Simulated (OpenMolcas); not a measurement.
# Ta²⁺ among point charges: CASSCF levels and susceptibility

How does a field of 6 point charges split the states of Ta²⁺, and what χT follows?

Method: state-averaged CASSCF, spin-orbit coupling by RASSI with atomic mean-field integrals. Code: OpenMolcas 26.06.

1 further run of the same task is left out (it didn't finish).

## Step 1: Starting point

- Species: Ta²⁺ (tantalum, Z = 73, 71 electrons)
- Basis: ANO-RCC-VDZP [7s6p4d2f1g], 68 functions
- Scalar Hamiltonian: DKH2, point nucleus
- Inactive shells: 1s 2s 2p 3s 3p 3d 4s 4p 4d 4f 5s 5p
- Active space: 3 electrons in 5 orbitals (5d)
- Some configurations of this space: 5d3
- Orbitals: optimised for each spin and parity, averaged over all roots

The outer shells:

5d3
```
5d [↑ ][↑ ][↑ ][  ][  ]
```

The ion sits among 6 point charges of -1.36 e arranged as a trigonal antiprism (D3d), 1.98 Å from the ion, with a polar angle of 47.1° against the regular 54.74°. The active orbitals were held to one l.

Each step is its own input file, run in one work folder so that later steps find the files of earlier ones. Labels, J, g values, rates, χT and fits are worked out afterwards by a script from the matrices that RASSI stores. The input lists half of the charges; inversion (Group=XYZ) makes the rest.

## Step 2: One- and two-electron integrals

The input, a.inp:

```
&GATEWAY
Coord
1

Ta 0.0 0.0 0.0
Basis=ANO-RCC-VDZP
Group=XYZ
NoMove
AngMom=0.0 0.0 0.0
AMFI
XField
3 Angstrom 0
0.000000 1.449791 1.348520 -1.360000
1.255556 -0.724895 1.348520 -1.360000
1.255556 0.724895 -1.348520 -1.360000
&SEWARD
```

Command:

```bash
> OMP_NUM_THREADS=1 MOLCAS_MEM=1689 MOLCAS_PROJECT=a pymolcas a.inp > a.log
```

## Step 3: Reference wave functions, quartets of even parity, 10 roots

The input, a.inp:

```
&RASSCF
FileOrb=start.orb
Symmetry=1
Spin=4
nActEl=3 0 0
Inactive=15 19
Ras2=5 0
CIRoot=10 10 1
SDav=10
CIMx=300
Iter=120 100
PrWF=0.3
OrbListing=Nothing
MaxOrb=0
SupSym
1
20 4 5 6 7 8 10 11 12 13 14 16 17 18 19 20 23 24 25 26 27
0
>>> COPY $Project.JobIph JOB001
```

start.orb holds the contracted functions of the basis, ordered by shell, or the orbitals of the step before.

## Step 4: CASSCF: doublets of even parity, 40 roots

The input, a.inp:

```
&RASSCF
FileOrb=start.orb
Symmetry=1
Spin=2
nActEl=3 0 0
Inactive=15 19
Ras2=5 0
CIRoot=40 40 1
SDav=40
CIMx=300
Iter=120 100
PrWF=0.3
OrbListing=Nothing
MaxOrb=0
SupSym
1
20 4 5 6 7 8 10 11 12 13 14 16 17 18 19 20 23 24 25 26 27
0
>>> COPY $Project.JobIph JOB002
```

## Step 5: State interaction with spin-orbit coupling

The input, a.inp:

```
&RASSI
NrOfJobIphs=2 10 40
1 2 3 4 5 6 7 8 9 10
1 2 3 4 5 6 7 8 9 10 11 12 13 14 15 16 17 18 19 20 21 22 23 24 25 26 27
28 29 30 31 32 33 34 35 36 37 38 39 40
IphNames
JOB001
JOB002
EJob
SpinOrbit
DIPRint=1.0
SOCoupling=1000.0
Subsets=2
Property=9
'ANGMOM' 1 'ANGMOM' 2 'ANGMOM' 3 'MLTPL  1' 1 'MLTPL  1' 2 'MLTPL  1' 3
'AMFI' 1 'AMFI' 2 'AMFI' 3
SOProperty=3
'ANGMOM' 1 'ANGMOM' 2 'ANGMOM' 3
```

**Question.** What will these runs give? Wanted: spin-free ground state; first state of the same spin within the active space; lowest level; next level.

The runs gave:

| quantity | value |
| --- | --- |
| method | CASSCF |
| spin-free ground state | 4A2, 1-fold in its orbital part |
| first state of the same spin within the active space | 4E at 16500 cm⁻¹ |
| lowest level | 2-fold E1/2, g = 1.78, 3.08, 3.08 |
| next level | 348.0 cm⁻¹ |
| χT at 300 K | 1.17 cm³ K/mol |
| effective moment at 300 K | 3.06 μB |

What this shows: The spin-free ground state (4A2) comes to 94 % from free-ion F terms and keeps the highest spin of the shell. χT at 300 K is 1.17, against 1.88 cm³ K/mol for the spin alone, so spin-orbit coupling lowers it. The field of point charges can differ much from that of real complexes. Point charges carry no covalency, so the field is a model and not that of real ligands.
